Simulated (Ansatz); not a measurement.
A first try at an active-space calculation of BClGeH4, SMILES [BH2][GeH2][Cl], using the Ansatz DFT code, driven from Python.

Contents of `bclgeh4.xyz`:
```text
7

B    -0.98230   -0.08900   -0.68650
Ge    0.61070   -0.11430    0.46720
Cl    1.57590    1.81290    0.40810
H    -1.64180   -0.98900   -0.81150
H    -1.30570    0.94390   -1.28870
H     0.20060   -0.42980    1.92270
H     1.60390   -1.20280   -0.05710
```

The cells in order, each with its output:

In [1]:
```python
import ansatz
```

In [2]:
```python
BASIS = "def2-SVP"

molecule = ansatz.Crystal.molecule_from_extxyz("bclgeh4.xyz")

model = (
    molecule.calculation()
    .basis(gaussian=BASIS)
    .correlation(active_electrons=2, active_orbitals=2)
)
for method in ["sc_nevpt2"]:
    r = (model if method is None else model.correlation(method)).run().report()
    space = r["configurations"]
    state = space["states"][0]
    print(method or "casscf", f"total {r['free_energy_ev'] / 27.211386246:.6f} Ha, active-space state {state['energy']['hartree']:.6f} Ha, mean field {r['reference_energy_ev'] / 27.211386246:.6f} Ha")
    print("  determinants", state["n_determinants"], " natural occupations", [round(n, 3) for n in space["natural_occupations"]])
print("effectively unpaired electrons, sum of min(n, 2 - n):", round(sum(min(n, 2 - n) for n in space["natural_occupations"]), 3))
```
```text
Traceback (most recent call last):
  File "<cell 2>", line 11, in <module>
    r = (model if method is None else model.correlation(method)).run().report()
TypeError: 'dict' object is not callable
```

What is wrong, and how is it mended?

The fault: report is a dict, not a method. The change:

```diff
--- before
+++ after
@@
 for method in ["sc_nevpt2"]:
-    r = (model if method is None else model.correlation(method)).run().report()
+    r = (model if method is None else model.correlation(method)).run().report
     space = r["configurations"]
```

Run as a notebook:

(earlier cells as before)

```python
BASIS = "def2-SVP"

molecule = ansatz.Crystal.molecule_from_extxyz("bclgeh4.xyz")

model = (
    molecule.calculation()
    .basis(gaussian=BASIS)
    .correlation(active_electrons=2, active_orbitals=2)
)
for method in ["sc_nevpt2"]:
    r = (model if method is None else model.correlation(method)).run().report
    space = r["configurations"]
    state = space["states"][0]
    print(method or "casscf", f"total {r['free_energy_ev'] / 27.211386246:.6f} Ha, active-space state {state['energy']['hartree']:.6f} Ha, mean field {r['reference_energy_ev'] / 27.211386246:.6f} Ha")
    print("  determinants", state["n_determinants"], " natural occupations", [round(n, 3) for n in space["natural_occupations"]])
print("effectively unpaired electrons, sum of min(n, 2 - n):", round(sum(min(n, 2 - n) for n in space["natural_occupations"]), 3))
```

    sc_nevpt2 total -2561.892429 Ha, active-space state -2561.463977 Ha, mean field -2561.449389 Ha
      determinants 4  natural occupations [1.977, 0.023]
    effectively unpaired electrons, sum of min(n, 2 - n): 0.047

Notes:
- Total energies depend on the basis set; only differences at equal settings carry meaning.
- The geometry is a force-field or estimated start, not a minimum of this method, and the basis set is short of its limit. The active space starts as a window about the frontier orbitals and is then optimised, not chosen by chemistry.
- Finished in 6.2 s on 1 thread of Arm Neoverse V1, on a shared host, peak memory 0.24 GiB.
